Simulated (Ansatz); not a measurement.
# C3H6F3N: the cost of one run

Method: the settings change from run to run; program: Ansatz 0.2.0, Gaussian basis.

### Step 1. The molecule

An earlier PBE0-D4 in a triple-zeta def2 set relaxation fixed the geometry.

SMILES `CNCC(F)(F)F`, 13 atoms, charge 0, spin multiplicity 1.

Atoms are counted from 1 here; the program's logs count them from 0.

Bond lengths: C1–N2 1.446 Å, C1–H8 1.093 Å, C1–H9 1.102 Å, C1–H10 1.091 Å, N2–C3 1.437 Å, N2–H11 1.012 Å, C3–C4 1.509 Å, C3–H12 1.094 Å, C3–H13 1.103 Å, C4–F5 1.333 Å, C4–F6 1.340 Å, C4–F7 1.344 Å. Angles: N2–C1–H8 109.5°, N2–C1–H9 114.0°, N2–C1–H10 109.4°, H8–C1–H9 107.7°, H8–C1–H10 107.6°, H9–C1–H10 108.3°, C1–N2–C3 112.9°, C1–N2–H11 110.4°, C3–N2–H11 109.9°, N2–C3–C4 111.1°, N2–C3–H12 109.5°, N2–C3–H13 114.8°, C4–C3–H12 106.9°, C4–C3–H13 106.8°, H12–C3–H13 107.3°, C3–C4–F5 112.9°, C3–C4–F6 110.4°, C3–C4–F7 111.3° and more.

### Step 2. B2PLYP/aug-cc-pVDZ

Options: atoms shaken by 0.08 Å.

Contents of in.yaml:

```yaml
crystal:
  periodic: [false, false, false]
  atoms:
    - {symbol: C, position_ang: [-0.207413, -1.875719, 0.013318]}
    - {symbol: N, position_ang: [0.180312, -0.465966, 0.445516]}
    - {symbol: C, position_ang: [0.001166, 0.405985, -0.492448]}
    - {symbol: C, position_ang: [0.189152, 1.812790, -0.015483]}
    - {symbol: F, position_ang: [1.697696, 1.847876, 0.654720]}
    - {symbol: F, position_ang: [0.166078, 2.694579, -0.651406]}
    - {symbol: F, position_ang: [-0.493224, 2.148106, 1.322495]}
    - {symbol: H, position_ang: [0.806179, -2.315207, -0.681603]}
    - {symbol: H, position_ang: [-0.951512, -1.967108, -0.642815]}
    - {symbol: H, position_ang: [-0.047752, -2.658214, 0.873234]}
    - {symbol: H, position_ang: [-0.539978, -0.358219, 1.468797]}
    - {symbol: H, position_ang: [0.712449, 0.282320, -1.346269]}
    - {symbol: H, position_ang: [-0.947463, 0.482408, -0.859306]}
basis:
  gaussian: {orbitals: aug-cc-pVDZ}
hamiltonian: {xc: {name: B2PLYP}}
```

Launch:

```console
$ ansatz run in.yaml --threads 2 --pin off --events-out ev --progress --plain --max-ram 20480MiB --backend cpu
```

What time and memory should one allow on 2 threads of AMD EPYC 7R13, shared host?

About 18 s, with a peak of 0.79 GiB.
